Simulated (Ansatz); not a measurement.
HIn: an atomisation energy, run with Ansatz's Python interface.

`run_tae.py`:
```python
'''Atomisation energy of HIn at the given geometry.'''

from collections import Counter

import ansatz

BASIS = 'def2-SVP'
FUNCTIONAL = 'cam_b3lyp'


def energy(molecule, charge=0, unpaired=0):
    calc = molecule.calculation().basis(gaussian=BASIS).functional(FUNCTIONAL)
    if charge:
        calc = calc.charge(charge)
    if unpaired:
        calc = calc.spin('collinear', total=unpaired)
    report = calc.run(threads=1).report
    if report['published_state_doubts']:
        print('  doubts:', report['published_state_doubts'])
    return report['free_energy_ev']

GEOMETRY = '''
In    0.00000    0.00000    0.00000
H     0.00000    0.00000    1.71000
'''

hin = ansatz.Crystal.molecule()
for line in GEOMETRY.strip().splitlines():
    symbol, *xyz = line.split()
    hin = hin.atom(symbol, [float(v) for v in xyz])

# Hund ground states
unpaired = {'In': 1, 'H': 1}
counts = Counter(site.symbol for site in hin.cartesian_sites)
atom_energy = {s: energy(ansatz.Crystal.molecule().atom(s, (0, 0, 0)), 0, unpaired[s]) for s in counts}
whole = energy(hin, 0, 0)
for s, e in atom_energy.items():
    print(f'{s:2s} x{counts[s]}  {e:14.5f} eV')
print(f'HIn: {whole:.5f} eV')
split = sum(counts[s] * e for s, e in atom_energy.items()) - whole
print(f'atomisation energy (no zero-point term): {23.060548 * split:.1f} kcal/mol, {split / sum(counts.values()):.3f} eV an atom')
```

What does it cost to take this molecule apart into atoms?

60.1 kcal/mol from the electronic energies, without the zero-point term.

The run itself:

`python run_tae.py` gives:
```text
In x1     -5172.54861 eV
H  x1       -13.54842 eV
HIn: -5188.70328 eV
atomisation energy (no zero-point term): 60.1 kcal/mol, 1.303 eV an atom
```

Notes:
- These settings explore the input space; basis and method may be short of convergence.
- The geometry is a force-field or estimated start, not a minimum of this method, and the basis set is short of its limit. All parts are taken at fixed geometry, without zero-point energy.
- def2 sets replace the cores of elements past krypton by effective core potentials.
- The spin-orbit lowering of heavy atoms is left out.
- The whole script took 1.5 s on 1 thread of Arm Neoverse V1, with other jobs on the host, peak memory 0.14 GiB.

(Lines on the test bed's own set-up are left out of the output.)
